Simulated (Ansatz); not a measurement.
# C3H8AsNO: the cost of one run

Program: Ansatz 0.2.0. Level of theory: RKS B3LYP/def2-SVP. These are calculated values, not measurements.

1 further run of the same task is left out (it didn't finish).

**1. The system as given**

Bond lengths: C1–C2 1.446 Å, C2–O3 1.253 Å, C2–N4 1.510 Å, N4–C5 1.468 Å, N4–As6 1.858 Å, C1–H7 1.136 Å, C1–H8 1.167 Å, C1–H9 1.051 Å, C5–H10 1.098 Å, C5–H11 1.090 Å, C5–H12 1.077 Å, As6–H13 1.576 Å, As6–H14 1.534 Å. Angles (14 of 21 angles, heavy atoms first): C1–C2–O3 118.4°, C1–C2–N4 121.3°, O3–C2–N4 120.3°, C2–N4–C5 117.7°, C2–N4–As6 118.8°, C5–N4–As6 123.2°, C2–C1–H7 110.4°, C2–C1–H8 109.8°, C2–C1–H9 114.0°, N4–C5–H10 108.0°, N4–C5–H11 106.3°, N4–C5–H12 111.1°, N4–As6–H13 91.4°, N4–As6–H14 91.9°.

Coordinates:

```xyz
14

C    -1.9215    0.1875   -0.1411
C    -0.8031    0.0285    0.7610
O    -1.0175    0.0928    1.9934
N     0.5930   -0.2213    0.2437
C     0.7611   -0.4080   -1.2026
As    1.9762   -0.4397    1.4654
H    -2.8545    0.4866    0.4343
H    -1.7226    1.0826   -0.8622
H    -2.1594   -0.6808   -0.6839
H     0.5320    0.5459   -1.6960
H     1.8087   -0.6660   -1.3573
H     0.1411   -1.2105   -1.5650
H     1.6664    0.9586    2.1242
H     2.9870    0.2147    0.5151
```

**2. Relaxing end A**

Contents of input.yaml:

```yaml
crystal:
  periodic: [false, false, false]
  atoms:
    - { symbol: C, position_ang: [-1.9215, 0.1875, -0.1411] }
    - { symbol: C, position_ang: [-0.8031, 0.0285, 0.761] }
    - { symbol: O, position_ang: [-1.0175, 0.0928, 1.9934] }
    - { symbol: "N", position_ang: [0.593, -0.2213, 0.2437] }
    - { symbol: C, position_ang: [0.7611, -0.408, -1.2026] }
    - { symbol: As, position_ang: [1.9762, -0.4397, 1.4654] }
    - { symbol: H, position_ang: [-2.8545, 0.4866, 0.4343] }
    - { symbol: H, position_ang: [-1.7226, 1.0826, -0.8622] }
    - { symbol: H, position_ang: [-2.1594, -0.6808, -0.6839] }
    - { symbol: H, position_ang: [0.532, 0.5459, -1.696] }
    - { symbol: H, position_ang: [1.8087, -0.666, -1.3573] }
    - { symbol: H, position_ang: [0.1411, -1.2105, -1.565] }
    - { symbol: H, position_ang: [1.6664, 0.9586, 2.1242] }
    - { symbol: H, position_ang: [2.987, 0.2147, 0.5151] }
basis:
  gaussian: { orbitals: def2-SVP }
hamiltonian:
  xc: b3lyp
relax:
  f_tol: 0.015
  max_steps: 40
```

On the command line:

```bash
> ansatz run input.yaml --threads 2 --pin off --max-ram 3072MiB --backend cpu --events-out ev --progress --plain --runs-dir out
```

What time and memory should one allow on 2 threads of Arm Neoverse V1, shared host?

About 4.6 min, with a peak of 0.44 GiB.
